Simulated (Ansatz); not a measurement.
## KMgF3, space group Pm-3m: relaxations under a series of pressures, step by step

With the Python package of Ansatz (0.2.0).

Notebook, run cell by cell (the value of a cell's last expression is shown):

```python
import ansatz as az
import numpy as np
```

```python
def edges_and_angles(cell):
    cell = np.asarray(cell)
    a, b, c = np.linalg.norm(cell, axis=1)
    cosines = cell[1] @ cell[2] / (b * c), cell[0] @ cell[2] / (a * c), cell[0] @ cell[1] / (a * b)
    return (a, b, c, *np.degrees(np.arccos(cosines)))
```

```python
structure = (
    az.Lattice.of((3.9859, 0.0, 0.0), (0.0, 3.9859, 0.0), (0.0, 0.0, 3.9859))
    .atom('K', (0.5, 0.5, 0.5))
    .atom('Mg', (0.0, 0.0, 0.0))
    .atom('F', (0.5, 0.0, 0.0))
    .atom('F', (0.0, 0.5, 0.0))
    .atom('F', (0.0, 0.0, 0.5))
)
```

```python
calc = (
    structure.calculation()
    .kpoints(5)
    .functional(az.Functional.PBE)
    .scf(tolerance=1e-07)
    .occupations('fixed')
)
```

```python
# H = F + PV, with 1 GPa A^3 = 1/160.21766 eV
rows = []
for pressure in [0, 10, 20, 30, 40]:
    out = calc.relax(cell=True, pressure=pressure, force_tolerance=0.05).run(threads=1)
    cell = out.lattice.cell_ang
    n_atoms = len(out.lattice.sites)
    volume = abs(np.linalg.det(cell)) / n_atoms
    enthalpy = out.report['free_energy_ev'] / n_atoms + pressure * volume / 160.21766
    rows.append((pressure, volume, enthalpy, *edges_and_angles(cell)))
    print(f'{pressure} GPa done: {volume:.4f} A^3/atom')
```

    DeckWarning: basis.ecutwfc = 420 eV, auto-derived from the records' recommended cutoffs: set by K (normal level)
    DeckWarning: relax.cell: scf.convergence.dr2_threshold = 1e-7 eV (the SCF's general default) is looser than the 5e-10 eV advised for a relaxation that steers and ends on the stress (1e-10 eV for each atom of the cell: 5). What an SCF threshold leaves in a [...]
    0 GPa done: 13.3269 A^3/atom
    10 GPa done: 11.8622 A^3/atom
    20 GPa done: 10.9601 A^3/atom
    30 GPa done: 10.3156 A^3/atom
    40 GPa done: 9.8167 A^3/atom

```python
print(' P (GPa)  V (A^3/atom)  H (eV/atom)     a       b       c')
for row in rows:
    print('{:8.1f} {:12.4f} {:14.5f} {:7.4f} {:7.4f} {:7.4f}'.format(*row[:6]))
p, v = np.array([row[0] for row in rows], float), np.array([row[1] for row in rows])
print('mean bulk modulus between rows (GPa):', np.round(-np.diff(p) / np.diff(np.log(v)), 1))
```

     P (GPa)  V (A^3/atom)  H (eV/atom)     a       b       c
         0.0      13.3269    -1178.94744  4.0542  4.0542  4.0542
        10.0      11.8622    -1178.16586  3.8998  3.8998  3.8998
        20.0      10.9601    -1177.45546  3.7983  3.7983  3.7983
        30.0      10.3156    -1176.79245  3.7224  3.7224  3.7224
        40.0       9.8167    -1176.16471  3.6614  3.6614  3.6614
    mean bulk modulus between rows (GPa): [ 85.9 126.4 165.  201.7]

The volume falls from 13.33 Å³ an atom at 0 GPa to 9.82 at 40 GPa, by 26.3 %. Between 0 and 10 GPa, -V dP/dV is about 86 GPa, a mean over that step.

Absolute energies stand on the zero of these potentials, so only differences at equal settings mean something. At a fixed pressure a relaxation lowers the enthalpy F + PV, while F alone can rise. The structure is a deposited one; some such entries were measured under pressure or heat, so a shift against it needn't be the functional's error alone. Warnings are shown shortened and without file and line. Symmetry holds the cell in this phase, whether or not it is the stable one at each pressure. Wall time of the script: 22 s on 1 thread of Intel(R) Xeon(R) 6975P-C (Granite Rapids) (shared host), peak memory 0.43 GiB.

(Lines on the test bed's own set-up are left out of the output.)
